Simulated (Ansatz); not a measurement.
# MgMo: the cost of one run

Program: Ansatz 0.2.0. Level of theory: DFT PBE, scalar-relativistic, plane waves, PAW. These are calculated values, not measurements.

### 1 The system as given

Symmetry: P-6m2, No. 187, hexagonal system. The conventional cell has a = 3.293 Å, b = 3.293 Å, c = 3.211 Å, α = 90.00°, β = 90.00°, γ = 120.00°. Around Mg (site symmetry -6m2) lie 6 Mo at 2.49 Å. Mo (site symmetry -6m2) has 6 Mg at 2.49 Å as nearest neighbours.

As a file:

```cif
data_structure
_symmetry_space_group_name_H-M 'P-6m2'
_symmetry_Int_Tables_number 187
_cell_length_a 3.2925
_cell_length_b 3.2925
_cell_length_c 3.2114
_cell_angle_alpha 90.000
_cell_angle_beta 90.000
_cell_angle_gamma 120.000
_cell_volume 30.15
loop_
_atom_site_label
_atom_site_type_symbol
_atom_site_symmetry_multiplicity
_atom_site_Wyckoff_symbol
_atom_site_fract_x
_atom_site_fract_y
_atom_site_fract_z
_atom_site_occupancy
Mg1 Mg 1 a 0.00000 0.00000 0.00000 1
Mo1 Mo 1 f 0.66667 0.33333 0.50000 1
```

This is candidate A: tungsten carbide type (P-6m2, No. 187).

(A quick probe on a coarse mesh, which set the mesh and smearing, is not shown.)

### 3 Coarse relaxation (candidate A)

Input file input.yaml:

```yaml
crystal:
  lattice:
    - [3.2925244324, 0.0, 0.0]
    - [-1.6462622162, 2.8514098011, 0.0]
    - [0.0, 0.0, 3.2113590787]
  atoms:
    - { symbol: Mg, position: [0.0, 0.0, 0.0] }
    - { symbol: Mo, position: [0.6666666667, 0.3333333333, 0.5] }
basis:
  ecutwfc: 420
kpoints:
  mp_grid: { grid: [6, 6, 6] }
hamiltonian:
  xc: pbe
scf:
  occupations: { method: gaussian, width: 0.1 }
  lower_state_search: "off"
output:
  forces: true
  stress: true
  eigenvalues: true
relax:
  adjacent_minimum: "off"
  f_tol: 0.04
  max_steps: 70
  cell: { stress_tol: 0.4 }
```

The run is started by

```sh
> ansatz run input.yaml --threads 1 --pin off --max-ram 2560MiB --backend cpu --events-out ev --progress --plain --runs-dir out
```

Q: Estimate wall time and peak memory on 1 thread of Intel Xeon 6975P-C (Granite Rapids), shared host.

About 13 s, with a peak of 0.34 GiB.
